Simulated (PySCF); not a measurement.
# phenylsilane (C₆H₈Si): NMR shifts in gas and solvents, part 2 of 2

PySCF 2.14.0. Atoms count from 0.

### Step 7. NMR shieldings: WP04/pcSseg-2 in chloroform

The job: settings as JSON, then the geometry in Å.

```
{"job": {"kind": "nmr", "xc": "WP04", "basis": "pcSseg-2", "pop": false, "solvent": "chloroform"}, "charge": 0, "multiplicity": 1}
Si     2.316992    -0.065275     0.831673
C      0.561364    -0.018193     0.196769
C     -0.143681    -1.197030    -0.048402
C     -1.451737    -1.164360    -0.510238
C     -2.076858     0.051981    -0.736504
C     -1.390262     1.234927    -0.499603
C     -0.084521     1.197977    -0.037650
H      3.219204     0.722269    -0.051086
H      2.782098    -1.476573     0.875284
H      2.404987     0.514338     2.199503
H      0.334850    -2.155954     0.122627
H     -1.983104    -2.090958    -0.695464
H     -3.098342     0.079834    -1.098435
H     -1.874833     2.188380    -0.676693
H      0.438224     2.132950     0.140602
```

Method: GIAO WP04/pcSseg-2 NMR shielding, non-relativistic, IEF-PCM chloroform.

Standard output:

```text
coarse grid: 13104 points
cycle   1  E = -532.0832478111  dE =  7.539e-01  |g| = 5.985e-01  |ddm| = 3.124e+00
cycle   2  E = -532.0372655398  dE =  4.598e-02  |g| = 7.190e-01  |ddm| = 1.438e+00
cycle   3  E = -532.1780666114  dE = -1.408e-01  |g| = 8.124e-02  |ddm| = 6.847e-01
cycle   4  E = -532.1789930917  dE = -9.265e-04  |g| = 4.655e-02  |ddm| = 8.236e-02
cycle   5  E = -532.1794914208  dE = -4.983e-04  |g| = 1.918e-02  |ddm| = 4.570e-02
cycle   6  E = -532.1795932736  dE = -1.019e-04  |g| = 2.067e-03  |ddm| = 1.510e-02
cycle   7  E = -532.1795941795  dE = -9.059e-07  |g| = 7.677e-04  |ddm| = 2.234e-03
final grid: 122152 points
cycle   8  E = -532.1953557972  dE = -1.406e-04  |g| = 7.712e-03  |ddm| = 9.956e-02
cycle   9  E = -532.1953488623  dE =  6.935e-06  |g| = 9.133e-03  |ddm| = 1.576e-02
cycle  10  E = -532.1953711634  dE = -2.230e-05  |g| = 8.344e-04  |ddm| = 8.395e-03
cycle  11  E = -532.1953712411  dE = -7.762e-08  |g| = 5.476e-04  |ddm| = 9.345e-04
cycle  12  E = -532.1953713114  dE = -7.036e-08  |g| = 1.970e-04  |ddm| = 5.067e-04
cycle  13  E = -532.1953713216  dE = -1.014e-08  |g| = 4.803e-05  |ddm| = 1.622e-04
cycle  14  E = -532.1953713221  dE = -5.733e-10  |g| = 8.987e-06  |ddm| = 3.897e-05
converged SCF energy = -532.1953713221

GIAO shielding tensors (ppm)
atom      isotropic    diamagn.    paramagn.     s11        s22        s33       span
  0 Si     390.023     880.084    -490.061    348.216    389.468    432.384     84.168
  1 C       34.572     258.155    -223.583    -65.136    -10.151    179.003    244.139
  2 C       28.440     255.166    -226.726    -92.563     20.864    157.020    249.583
  3 C       37.143     253.658    -216.516    -78.114     24.790    164.752    242.865
  4 C       35.034     253.679    -218.646    -79.895     19.051    165.945    245.840
  5 C       37.320     253.951    -216.631    -78.482     25.262    165.180    243.663
  6 C       29.144     255.712    -226.567    -92.103     17.956    161.580    253.683
  7 H       27.727      30.045      -2.318     24.614     26.508     32.060      7.447
  8 H       27.872      30.358      -2.486     24.308     27.247     32.061      7.752
  9 H       27.722      30.002      -2.281     24.816     26.252     32.096      7.280
 10 H       24.090      33.130      -9.040     20.545     22.717     29.009      8.464
 11 H       24.374      30.378      -6.004     21.219     24.036     27.868      6.648
 12 H       24.311      29.236      -4.925     21.235     24.044     27.655      6.420
 13 H       24.347      30.420      -6.073     21.161     24.025     27.855      6.694
 14 H       24.110      32.861      -8.752     20.508     22.673     29.148      8.640
```

Wall time 65 s (1 thread of Arm Neoverse V1, shared host); peak memory 1.9 GiB.

This run: δ C2 146.3, C1 140.5, C4 140.1, C3 137.9, H10 7.77, H12 7.56 ppm (means over like atoms).

### Step 8. NMR shieldings: wB97X-D/pcSseg-2 in chloroform

Same as in step 7 but for these lines:

```diff
@@ -1,2 +1,2 @@
-{"job": {"kind": "nmr", "xc": "WP04", "basis": "pcSseg-2", "pop": false, "solvent": "chloroform"}, "charge": 0, "multiplicity": 1}
+{"job": {"kind": "nmr", "xc": "wB97X-D", "basis": "pcSseg-2", "pop": false, "solvent": "chloroform"}, "charge": 0, "multiplicity": 1}
 Si     2.316992    -0.065275     0.831673
```

Method: GIAO wB97X-D/pcSseg-2 NMR shielding, non-relativistic, IEF-PCM chloroform.

Standard output:

```text
coarse grid: 13104 points
cycle   1  E = -522.9140458453  dE =  1.188e+00  |g| = 2.889e-01  |ddm| = 2.875e+00
cycle   2  E = -522.9325056065  dE = -1.846e-02  |g| = 1.687e-01  |ddm| = 7.487e-01
cycle   3  E = -522.9392713261  dE = -6.766e-03  |g| = 4.043e-02  |ddm| = 1.709e-01
cycle   4  E = -522.9397421815  dE = -4.709e-04  |g| = 9.654e-03  |ddm| = 9.395e-02
cycle   5  E = -522.9397652683  dE = -2.309e-05  |g| = 3.656e-03  |ddm| = 1.463e-02
cycle   6  E = -522.9397696616  dE = -4.393e-06  |g| = 8.740e-04  |ddm| = 7.603e-03
final grid: 122152 points
cycle   7  E = -522.9500893326  dE = -2.361e-04  |g| = 5.073e-03  |ddm| = 9.995e-02
cycle   8  E = -522.9500932773  dE = -3.945e-06  |g| = 3.242e-03  |ddm| = 8.920e-03
cycle   9  E = -522.9500956212  dE = -2.344e-06  |g| = 5.107e-04  |ddm| = 4.271e-03
cycle  10  E = -522.9500957070  dE = -8.585e-08  |g| = 1.160e-04  |ddm| = 9.015e-04
cycle  11  E = -522.9500957109  dE = -3.880e-09  |g| = 5.131e-05  |ddm| = 2.386e-04
cycle  12  E = -522.9500957118  dE = -8.945e-10  |g| = 1.660e-05  |ddm| = 1.117e-04
converged SCF energy = -522.9500957118

GIAO shielding tensors (ppm)
atom      isotropic    diamagn.    paramagn.     s11        s22        s33       span
  0 Si     406.609     877.916    -471.306    356.745    406.816    456.267     99.522
  1 C       46.153     254.514    -208.361    -59.257      4.516    193.200    252.457
  2 C       37.633     251.908    -214.275    -86.108     29.785    169.222    255.330
  3 C       46.653     250.667    -204.015    -71.714     33.670    178.002    249.716
  4 C       44.313     250.746    -206.433    -73.946     27.272    179.612    253.558
  5 C       46.862     251.235    -204.373    -72.124     34.210    178.501    250.624
  6 C       38.449     252.586    -214.137    -85.518     26.173    174.693    260.211
  7 H       26.902      29.272      -2.370     23.629     25.630     31.446      7.818
  8 H       27.034      29.531      -2.497     23.312     26.344     31.447      8.135
  9 H       26.899      29.192      -2.294     23.847     25.359     31.489      7.642
 10 H       23.453      32.957      -9.504     19.824     22.016     28.519      8.695
 11 H       23.737      30.755      -7.018     20.534     23.421     27.256      6.722
 12 H       23.667      29.722      -6.055     20.578     23.412     27.011      6.433
 13 H       23.700      30.788      -7.088     20.464     23.396     27.239      6.775
 14 H       23.452      32.468      -9.015     19.741     21.933     28.684      8.943
```

It took 85 s on 1 thread of Arm Neoverse V1, shared host; peak memory 1.9 GiB.

In short: δ C2 149.1, C4 142.8, C1 141.0, C3 140.3, H10 8.16, H12 7.95 ppm (means over like atoms).

### Step 9. Run by run: NMR shifts

Shifts (ppm) of some atoms, chosen among heavy atoms and hydrogens apart, means over like atoms, with basis size and wall time:

```
                           run     C2     C4     C1     C3   H12    H7    Si0  functions  time
                 PBE0/pcSseg-2  146.4  139.6  138.8  137.7  7.75  4.73  -64.5        371  78 s
                  KT3/pcSseg-2  134.3  127.6  127.0  126.1  7.44  4.58  -64.6        371  91 s
              wB97X-D/pcSseg-2  148.0  141.4  140.4  139.2  7.77  4.70  -64.8        371  84 s
                B97-2/pcSseg-2  143.2  136.6  135.8  134.7  7.68  4.65  -63.2        371  64 s
   WP04/pcSseg-2 in chloroform  146.3  140.1  140.5  137.9  7.56  4.10  -60.9        371  65 s
wB97X-D/pcSseg-2 in chloroform  149.1  142.8  141.0  140.3  7.95  4.67  -65.3        371  85 s
                      measured      –      –      –      –  7.30     –      –          –     –
```

Measured: solution, CCl4, 309 K; Shapiro, Mohrmann, J. Phys. Chem. Ref. Data 1977, 6, 919.

### Step 10. What came out

The summary covers parts 1 to 2.

| quantity | value |
| --- | --- |
| point group | C1 |
| rotational constants (main isotopes) | 5.41, 1.51, 1.20 GHz |
| 13C shifts against TMS (PBE0/pcSseg-2, means over atoms taken as alike) | 146.4, 139.6, 138.8, 137.7 ppm |
| 1H shifts against TMS (PBE0/pcSseg-2, means over atoms taken as alike) | 8.01, 7.75, 7.71, 4.73 ppm |
| 29Si shifts against TMS (PBE0/pcSseg-2) | -64.5 ppm |
| measured, and computed on the same scale | H10 δ 7.50, 8.01; H11 δ 7.25, 7.71; H12 δ 7.30, 7.75 ppm |
| surface potential, 1st and 99th percentile | -0.53 V and 1.00 V |
| range of the shift of C4 (wB97X-D/pcSseg-2 runs) | 141.4 to 142.8 ppm |

The optimisation took 7 steps and gained 0.173 eV; among the close pairs (by a distance rule), Si0–H8 changed most, from 1.427 to 1.487 Å. 3 measured 1H shifts can be compared: mean absolute error 0.47 ppm, mean signed error +0.47 ppm. Vibration, temperature and solvent are missing from the calculation, and it holds one conformer, so part of the miss against the measured shifts is not the functional's. NICS(1)zz of -29 ppm above the planar ring from C1 marks a diatropic (aromatic) ring current. At PBE0/pcSseg-2, counted by nearest atom on the grid, the HOMO lies on C1, C4 about 25 % each; C3, C6 about 14 % each, the LUMO on C1, C4 about 21 % each; C6 12 %. At one level, wB97X-D/pcSseg-2: In ppm, C4 moves most: its shift spreads over 1.4 ppm, from 141.4 (wB97X-D/pcSseg-2) to 142.8 (wB97X-D/pcSseg-2 in chloroform). Part of that comes from the computed reference.
